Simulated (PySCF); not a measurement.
# C13H3F3S5: the cost of one run

Computed with PySCF 2.14.0 and routines of our own; the level stands in each step. Atoms count from 0.

## Step 1: The starting structure

24 atoms, charge 0, multiplicity 1; geometry from: GFN2-xTB.

## Step 2: Electronic excitations: TDA PBE/def2-SVP

The job: settings as JSON, then the geometry in Å.

```
{"job": {"kind": "uv", "basis": "def2-SVP", "grid": 1, "kgrid": 1, "vcut": 1.5, "nstates": 3, "ntriplets": 0, "tda": true, "delta": [], "pop": false, "xc": "PBE"}, "charge": 0, "multiplicity": 1}
F      3.426299    -1.179529    -3.598972
C      4.107693    -1.134727    -2.440883
F      4.064690    -2.378303    -1.931933
F      5.387184    -0.896262    -2.759399
C      3.555270    -0.118826    -1.498747
C      4.258694     0.940644    -1.002410
S      3.337204     1.930626     0.061985
C      1.957230     0.914969    -0.145537
C      2.228201    -0.143088    -1.011249
S      0.869248    -1.196421    -1.253314
C     -0.071771    -0.204604    -0.180180
C      0.638253     0.882484     0.332927
S     -0.304911     1.871383     1.405154
C     -1.664630     0.818302     1.163677
C     -2.985313     0.778935     1.637560
S     -3.964258     1.727917     2.694000
C     -5.301820     0.660782     2.433285
C     -5.027168    -0.366334     1.588613
C     -3.698088    -0.304444     1.127745
S     -2.751207    -1.293407     0.054746
C     -1.390961    -0.240705     0.296229
H      5.279683     1.191964    -1.209580
H     -6.226763     0.866733     2.933522
H     -5.729798    -1.127710     1.307294
```

Method: TDA PBE/def2-SVP, vertical, gas phase, core orbitals frozen in the response, virtual orbitals cut by energy.

On the command line:

```console
OMP_NUM_THREADS=1 python large_run.py task.json out
```

The driver reads the jobs from task.json and runs them one after another.

Q: Estimate the wall time and peak memory of this first job on 1 thread of Arm Neoverse N1, shared host.

About 58 s, with a peak of 0.58 GiB.
